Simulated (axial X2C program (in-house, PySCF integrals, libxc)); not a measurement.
**MnO: properties at the nuclei**

Aim: properties at the nuclei of MnO, with spin–orbit coupling in the Hamiltonian from the start.

Program: an in-house X2C program for linear molecules on PySCF integrals. Level of theory: two-component X2C with atomic mean-field terms, Mn dyall-cv3z, O dyall-av3z. These are calculated values, not measurements.

## Step 1: Input

Contents of task.json:

```json
{
 "zs": [
  25,
  8
 ],
 "q": 0,
 "bas": [
  "dyall-cv3z",
  "dyall-av3z"
 ],
 "r0": 1.62,
 "levels": [
  "PBE0",
  "HF",
  "BP86",
  "TPSSh",
  "LDA"
 ],
 "nst": 3
}
```

Keys: zs atomic numbers; q charge; bas basis sets; r0 starting distance in Å; levels methods (HF also brings MP2); nst determinants followed.

Started as:

```sh
python soeom.py task.json out
```

The runs that follow: Expectation values, lowest determinant; Expectation values, a higher determinant; Expectation values, a higher determinant.

**Question.** What will these runs give? Wanted: lowest determinant; Eeff magnitude; Ws magnitude Mn; A∥/gI Mn; qzz Mn; higher determinant (for each run or level that gives them).

As calculated:

```
                                        quantity                                                        value
                              lowest determinant                      Ω = 5/2 (excess of +ω over −ω: ω = 5/2)
                    Eeff magnitude (GV/cm), PBE0                                                       0.0198
                     Ws magnitude Mn (kHz), PBE0                                                       0.0268
                            A∥/gI Mn (MHz), PBE0                                                          493
                             qzz Mn (a.u.), PBE0                                                        -0.25
                              higher determinant        Ω = 3/2 (excess of +ω over −ω: 2 × ω = -1/2, ω = 5/2)
Eeff magnitude (GV/cm), PBE0, higher determinant                                                        0.311
 Ws magnitude Mn (kHz), PBE0, higher determinant                                                        0.046
        A∥/gI Mn (MHz), PBE0, higher determinant                                                         -965
         qzz Mn (a.u.), PBE0, higher determinant                                                        -0.34
                              higher determinant  Ω = 1/2 (excess of +ω over −ω: ω = -1/2, ω = -3/2, ω = 5/2)
Eeff magnitude (GV/cm), PBE0, higher determinant                                                         1.14
 Ws magnitude Mn (kHz), PBE0, higher determinant                                                        0.805
        A∥/gI Mn (MHz), PBE0, higher determinant                                                         -769
         qzz Mn (a.u.), PBE0, higher determinant                                                        -1.14
```

In the first state, the effective field runs from 0.00837 to 1.11 GV/cm over the mean-field levels, so the levels don't agree on it. The expectation values come from single determinants, which for open shells can mix terms of unlike spin or miss the lowest Ω, so a determinant need not be a state. Eeff is the effective electric field on the electron dipole moment in this Ω state and Ws the scalar–pseudoscalar constant (defined with the proton number Z and per Ω); A∥ is the parallel hyperfine constant, which follows by multiplying with the nuclear g factor gI = μI/(I μN); qzz is the electric field gradient, eQq0 = 234.96 MHz × Q/barn × qzz; μ is positive if O is the positive end. The operators were transformed with the bare-nucleus X2C matrices.
